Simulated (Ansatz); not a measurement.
**WBr6: the relaxed shape and its frontier levels**

What does WBr6 look like as a singlet, and where do its frontier electrons sit?

Method: RKS PBE0-D4/def2-TZVP; program: Ansatz 0.2.0, Gaussian basis.

Plan: relaxation at PBE-D4/def2-SVP; a search for the lowest solution at PBE-D4/def2-SVP; a single point at PBE0-D4/def2-TZVP.

16 further runs of the same task are left out: 15 that didn't finish, 1 set aside as unsound or not needed. Runs told in other sessions of the task aren't counted.

## (1) The system as given

7 atoms, charge 0, spin multiplicity 1.

Atoms are counted from 1 here; the program's logs count them from 0.

Bond lengths: W1–Br2 2.468 Å, W1–Br3 2.468 Å, W1–Br4 2.468 Å, W1–Br5 2.468 Å, W1–Br6 2.468 Å, W1–Br7 2.468 Å. Angles: Br2–W1–Br3 180.0°, Br2–W1–Br4 90.0°, Br2–W1–Br5 90.0°, Br2–W1–Br6 90.0°, Br2–W1–Br7 90.0°, Br3–W1–Br4 90.0°, Br3–W1–Br5 90.0°, Br3–W1–Br6 90.0°, Br3–W1–Br7 90.0°, Br4–W1–Br5 180.0°, Br4–W1–Br6 90.0°, Br4–W1–Br7 90.0°, Br5–W1–Br6 90.0°, Br5–W1–Br7 90.0°, Br6–W1–Br7 180.0°.

Formally the metal is d0. W takes a core potential in the def2 sets. No spin-orbit coupling is included.

The start is a GFN2-xTB geometry.

## (2) Optimising with PBE-D4/def2-SVP

File in.yaml:

```yaml
crystal:
  periodic: [false, false, false]
  atoms:
    - {symbol: W, position_ang: [-0.000010, -0.000040, -0.000090]}
    - {symbol: Br, position_ang: [-0.016940, -0.009140, 2.468110]}
    - {symbol: Br, position_ang: [0.016960, 0.009210, -2.468190]}
    - {symbol: Br, position_ang: [2.468180, 0.004510, 0.016970]}
    - {symbol: Br, position_ang: [-2.468210, -0.004520, -0.016830]}
    - {symbol: Br, position_ang: [-0.004730, 2.468230, 0.008940]}
    - {symbol: Br, position_ang: [0.004750, -2.468250, -0.008920]}
basis:
  gaussian: {orbitals: def2-SVP}
hamiltonian: {xc: pbe, dispersion: d4}
scf: {lower_state_search: "off"}
output: {orbitals: {seedname: orbitals}}
relax: {f_tol: 0.02, max_steps: 100}
```

Command:

```console
ansatz run in.yaml --threads 4 --pin off --events-out ev --progress --plain --max-ram 4787MiB
```

Further steps of the session: Searching for the lowest solution, PBE-D4/def2-SVP; Single point, PBE0-D4/def2-TZVP.

Before running them: what should the planned runs give, taken together? Wanted: point group; near neighbours of the metal; HOMO, LUMO at PBE0-D4/def2-TZVP; charge on the metal; dipole at PBE-D4/def2-SVP.

As calculated:

| quantity | value |
| --- | --- |
| point group | Oh |
| near neighbours of the metal | Br 2.49, Br 2.49, Br 2.49, Br 2.49, Br 2.49, Br 2.49 Å |
| HOMO, LUMO at PBE0-D4/def2-TZVP | -8.28, -5.29 eV |
| charge on the metal (Mulliken, PBE0-D4/def2-TZVP) | +0.88 e |
| dipole at PBE-D4/def2-SVP | 0.00 D |

What this shows: The molecule keeps its bonding pattern by the stored test; the atoms moved 0.02 Å (rms). The Mulliken charge of the metal, +0.88 e, depends on the basis and isn't its oxidation state. No usable vibrations, so a minimum isn't proven. The HOMO lies nearest to Br4, Br5 about 24 % each; Br6, Br7 about 17 % each and the LUMO to W1 61 %; 4 Br atoms about 7 % each. Whether this spin is the lowest isn't tested here.
